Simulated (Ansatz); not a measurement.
GaF:

```
CELL_PARAMETERS angstrom
3.16592 0.00000 0.00000
0.00000 3.16592 0.00000
0.00000 0.00000 3.16592
ATOMIC_POSITIONS crystal
Ga 0.00000 0.00000 0.00000
F 0.50000 0.50000 0.50000
```

The cell was built by a generator and needn't be a form met in nature.

Program: Ansatz 0.2.0. Alike in all runs: task band structure; potentials or basis Ansatz PAW; no spin polarisation; cell as given; k mesh 8 × 8 × 8; smearing fermi-dirac 0.05 eV.

Task: Order these runs on this cell by their band gap on the k mesh, lowest first.
A. level r2SCAN; cutoff (eV) 500
B. level PBE; cutoff (eV) 420
C. level BLYP; cutoff (eV) 420

Result: B (0.34 eV), A (0.52 eV), C (0.77 eV).

